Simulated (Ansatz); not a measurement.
**RuW: a listed cell, distorted in several ways**

How do energy, forces, pressure and gap of RuW change under further strains and shifts, swapped elements, distortions that keep the symmetry, other functionals? Each case is one self-consistent run.

Method: DFT PBEsol, scalar-relativistic, plane waves, PAW, in Ansatz 0.2.0.

### Step 1. Starting point

Symmetry: P-6m2, No. 187, hexagonal system. Conventional cell: a = 2.767 Å, b = 2.767 Å, c = 4.462 Å, α = 90.00°, β = 90.00°, γ = 120.00°. Ru (site symmetry -6m2) is surrounded by 6 W at 2.74 Å and 6 Ru at 2.77 Å. W (site symmetry -6m2) has 6 Ru at 2.74 Å and 6 W at 2.77 Å as nearest neighbours.

Coordinates:

```xyz
2
Lattice="2.7668 0.0000 0.0000 -1.3834 2.3961 0.0000 0.0000 0.0000 4.4622" Properties=species:S:1:pos:R:3 pbc="T T T"
Ru    0.0000    0.0000    2.2311
W     1.3834    0.7987    0.0000
```

The structure comes from the Materials Project (structure only).

### Step 2. A change within the space group

Against the listed cell: strain xx, yy, zz, yz, xz, xy = -5.8, -5.8, +0.2, +0.0, +0.0, +0.0 %.

input.yaml

```yaml
crystal:
  lattice:
    - [2.6067763798, 0.0, 0.0]
    - [-1.3033881899, 2.2575345669, 0.0]
    - [0.0, 0.0, 4.4718783783]
  atoms:
    - { symbol: Ru, position: [0.0, 0.0, 0.5] }
    - { symbol: W, position: [0.66666667, 0.33333333, 0.0] }
basis:
  ecutwfc: 420
kpoints:
  mp_grid: { grid: [18, 18, 10] }
hamiltonian:
  xc: pbesol
scf:
  occupations: { method: gaussian, width: 0.1 }
output:
  forces: true
  stress: true
  eigenvalues: true
```

### Step 3. One element swapped, cell strained: Ru → Os, first probe

input.yaml

```yaml
crystal:
  lattice:
    - [2.7426345148, 0.0, 0.0]
    - [-1.3713172574, 2.3751911631, 0.0]
    - [0.0, 0.0, 4.3565797774]
  atoms:
    - { symbol: Os, position: [0.0, 0.0, 0.5] }
    - { symbol: W, position: [0.66666667, 0.33333333, 0.0] }
basis:
  ecutwfc: 420
kpoints:
  mp_grid: { grid: [9, 9, 4] }
hamiltonian:
  xc: pbesol
scf:
  occupations: { method: gaussian, width: 0.1 }
output:
  forces: true
  stress: true
  eigenvalues: true
```

### Step 4. One element swapped, cell strained: Ru → Os

input.yaml: that of step 3 with these lines changed.

```diff
@@ -11,3 +11,3 @@
 kpoints:
-  mp_grid: { grid: [9, 9, 4] }
+  mp_grid: { grid: [18, 18, 10] }
 hamiltonian:
```

### Step 5. One element swapped, cell strained: Ru → Zr, first probe

input.yaml

```yaml
crystal:
  lattice:
    - [3.0606186516, 0.0, 0.0]
    - [-1.5303093258, 2.6505735036, 0.0]
    - [0.0, 0.0, 4.9360894876]
  atoms:
    - { symbol: Zr, position: [0.0, 0.0, 0.5] }
    - { symbol: W, position: [0.66666667, 0.33333333, 0.0] }
basis:
  ecutwfc: 420
kpoints:
  mp_grid: { grid: [6, 6, 4] }
hamiltonian:
  xc: pbesol
scf:
  occupations: { method: gaussian, width: 0.1 }
output:
  forces: true
  stress: true
  eigenvalues: true
```

### Step 6. One element swapped, cell strained: Ru → Zr

input.yaml: that of step 5 with these lines changed.

```diff
@@ -11,3 +11,3 @@
 kpoints:
-  mp_grid: { grid: [6, 6, 4] }
+  mp_grid: { grid: [15, 15, 8] }
 hamiltonian:
@@ -20 +20,2 @@
   eigenvalues: true
+  populations: true
```

### Step 7. A change within the space group

input.yaml

```yaml
crystal:
  lattice:
    - [2.7039190294, 0.0, 0.0]
    - [-1.3519595147, 2.3416625692, 0.0]
    - [0.0, 0.0, 4.2938796271]
  atoms:
    - { symbol: Ru, position: [0.0, 0.0, 0.5] }
    - { symbol: W, position: [0.66666667, 0.33333333, 0.0] }
basis:
  ecutwfc: 420
kpoints:
  mp_grid: { grid: [18, 18, 10] }
hamiltonian:
  xc: pbesol
scf:
  occupations: { method: gaussian, width: 0.1 }
output:
  forces: true
  stress: true
  eigenvalues: true
```

### Step 8. A change within the space group

input.yaml: that of step 7 with these lines changed.

```diff
@@ -2,5 +2,5 @@
   lattice:
-    - [2.7039190294, 0.0, 0.0]
-    - [-1.3519595147, 2.3416625692, 0.0]
-    - [0.0, 0.0, 4.2938796271]
+    - [2.8224491093, 0.0, 0.0]
+    - [-1.4112245547, 2.4443126295, 0.0]
+    - [0.0, 0.0, 4.4850419861]
   atoms:
@@ -20 +20,2 @@
   eigenvalues: true
+  populations: true
```

### Step 9. Functional and cell changed: r2SCAN

input.yaml

```yaml
crystal:
  lattice:
    - [2.7915715255, 0.0, 0.0]
    - [-1.3957857627, 2.4175718575, 0.0]
    - [0.0, 0.0, 4.5021769875]
  atoms:
    - { symbol: Ru, position: [0.0, 0.0, 0.5] }
    - { symbol: W, position: [0.66666667, 0.33333333, 0.0] }
basis:
  ecutwfc: 500
kpoints:
  mp_grid: { grid: [18, 18, 10] }
hamiltonian:
  xc: r2scan
scf:
  occupations: { method: gaussian, width: 0.1 }
output:
  forces: true
  stress: true
  eigenvalues: true
```

**Question.** What will these runs give? Wanted: for each run, case; energy; pressure; largest force.

As calculated:

```
step                                         case  energy (meV/atom)  pressure (GPa)  largest force (eV/Å)  gap on the mesh (eV)
   2              a change within the space group               +0.0            41.4                  0.00                  0.00
   4  one element swapped, cell strained: Ru → Os                n/a            16.6                  0.00                  0.00
   6  one element swapped, cell strained: Ru → Zr                n/a           -12.3                  0.00                  0.00
   7              a change within the space group             -158.5            25.2                  0.00                  0.00
   8              a change within the space group             -173.3           -17.7                  0.00                  0.00
   9          functional and cell changed: r2SCAN                n/a            -9.6                  0.00                  0.00
```

Energies are counted from step 2, with the smearing taken to zero. Other atoms or functionals have another zero of energy (n/a). A gap of 0.00 means none on the mesh at this level.

The distorted cells of the listed formula and level show no gap on the mesh. Spin-orbit coupling is left out for Os, W.
